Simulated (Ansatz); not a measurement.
# C2H6ClFO2Zr: ionisation energy by level of theory

The task here is to estimate one member of a computed series from the others.

Computed with Ansatz 0.2.0, Gaussian basis. Level: unrestricted cation, the program's frozen cores in correlated methods.

Levels to be run: UKS PBE-D4/def2-TZVPP; UKS r2SCAN-D4/def2-TZVPP; UKS PBE0-D4/def2-TZVPP; UKS B3LYP-D4/def2-TZVPP; UKS wB97X-V/def2-TZVPP; UKS wB97M-V/def2-TZVPP; UKS B2PLYP/def2-TZVPP; UHF-CCSD(T)/def2-TZVPP; UHF-MP2/def2-QZVPP; extrapolation to the limit; then −ε(HOMO) from the neutral's earlier runs with LDA (SPW92), PBE-D4, revPBE-D4, BLYP-D4, r2SCAN-D4, B97M-V, PBE0-D4, B3LYP-D4, r2SCANh-D4, r2SCAN0-D4, HSE06-D4, BHLYP-D4, CAM-B3LYP-D4, LC-ωPBE, ωB97X-V, ωB97M-V.

## The relaxed structure

All runs share one geometry, relaxed beforehand with PBE0-D4 in a triple-zeta def2 set. Zr takes the def2 core potential; no spin-orbit term is included.

SMILES `CC[O][Zr]([OH])([F])[Cl]`, 13 atoms, charge 0, spin multiplicity 1.

Atoms are counted from 1 here; the program's logs count them from 0.

Bond lengths: C1–C2 1.511 Å, C1–H8 1.093 Å, C1–H9 1.092 Å, C1–H10 1.092 Å, C2–O3 1.400 Å, C2–H11 1.096 Å, C2–H12 1.096 Å, O3–Zr4 1.890 Å, Zr4–O5 1.909 Å, Zr4–F6 1.910 Å, Zr4–Cl7 2.373 Å, O5–H13 0.953 Å. Angles: C2–C1–H8 110.2°, C2–C1–H9 110.7°, C2–C1–H10 110.8°, H8–C1–H9 108.4°, H8–C1–H10 108.4°, H9–C1–H10 108.4°, C1–C2–O3 111.2°, C1–C2–H11 110.6°, C1–C2–H12 110.6°, O3–C2–H11 108.3°, O3–C2–H12 108.6°, H11–C2–H12 107.5°, C2–O3–Zr4 178.5°, O3–Zr4–O5 110.6°, O3–Zr4–F6 108.2°, O3–Zr4–Cl7 108.3°, O5–Zr4–F6 109.1°, O5–Zr4–Cl7 110.2° and more.

Set-up of the first run:

Contents of in.yaml:

```yaml
crystal:
  periodic: [false, false, false]
  atoms:
    - {symbol: C, position_ang: [-2.165470, -0.141938, 0.284392]}
    - {symbol: C, position_ang: [-0.865199, -0.753866, 0.751362]}
    - {symbol: O, position_ang: [0.220466, -0.257996, 0.019105]}
    - {symbol: Zr, position_ang: [1.683396, 0.454532, -0.942986]}
    - {symbol: O, position_ang: [3.020229, 1.105493, 0.253566]}
    - {symbol: F, position_ang: [1.045445, 1.901589, -2.014445]}
    - {symbol: Cl, position_ang: [2.577534, -1.261704, -2.316560]}
    - {symbol: H, position_ang: [-2.999750, -0.540943, 0.866347]}
    - {symbol: H, position_ang: [-2.341840, -0.367942, -0.769271]}
    - {symbol: H, position_ang: [-2.148436, 0.943187, 0.406212]}
    - {symbol: H, position_ang: [-0.889383, -1.843325, 0.636081]}
    - {symbol: H, position_ang: [-0.697988, -0.538826, 1.813102]}
    - {symbol: H, position_ang: [3.560996, 1.301751, 1.013105]}
basis:
  gaussian: {orbitals: def2-TZVPP}
total_charge: 1
magnetization: {spin_polarized: true, initial_magnetization: 1}
hamiltonian: {xc: pbe, dispersion: d4}
```

The run is started by

```console
> ansatz run in.yaml --threads 2 --pin off --events-out ev --progress --plain --max-ram 31744MiB --backend cuda --devices 0, --max-vram 18GiB
```

Steps of the session up to this table: Cation, UKS PBE-D4/def2-TZVPP; Cation, UKS r2SCAN-D4/def2-TZVPP; Cation, UKS PBE0-D4/def2-TZVPP; Cation, UKS B3LYP-D4/def2-TZVPP; Cation, UKS wB97X-V/def2-TZVPP; Cation, UKS wB97M-V/def2-TZVPP; Cation, UKS B2PLYP (frozen core)/def2-TZVPP; Cation, UHF-CCSD(T)/def2-TZVPP; Cation, UHF-MP2/def2-QZVPP.

One table of the session follows, with a row left open; its other results are not shown here.

It belongs to the step «Ionisation energies side by side». Orbital estimates, from the neutral's runs:

| functional | −ε(HOMO) (eV) |
| --- | --- |
| LDA (SPW92) | 7.27 |
| PBE-D4 | 7.12 |
| revPBE-D4 | 7.06 |
| BLYP-D4 | 7.01 |
| r2SCAN-D4 | 7.45 |
| B97M-V | 7.55 |
| PBE0-D4 | 8.59 |
| B3LYP-D4 | 8.35 |
| r2SCANh-D4 | 8.00 |
| r2SCAN0-D4 | 8.82 |
| HSE06-D4 | 8.19 |
| BHLYP-D4 | ? |
| CAM-B3LYP-D4 | 10.00 |
| LC-ωPBE | 11.35 |
| ωB97X-V | 11.01 |
| ωB97M-V | 10.90 |

Estimate the missing values for BHLYP-D4.

Worked estimate for «−ε(HOMO) (eV)». Against the share of exact exchange, BLYP-D4 (0, 7.01), B3LYP-D4 (0.2, 8.35) give a slope of 6.70 per unit share; at 0.5 the line stands at 10.36.

As computed: −ε(HOMO) (eV): 9.97. In «−ε(HOMO) (eV)» the line misses by +0.39.
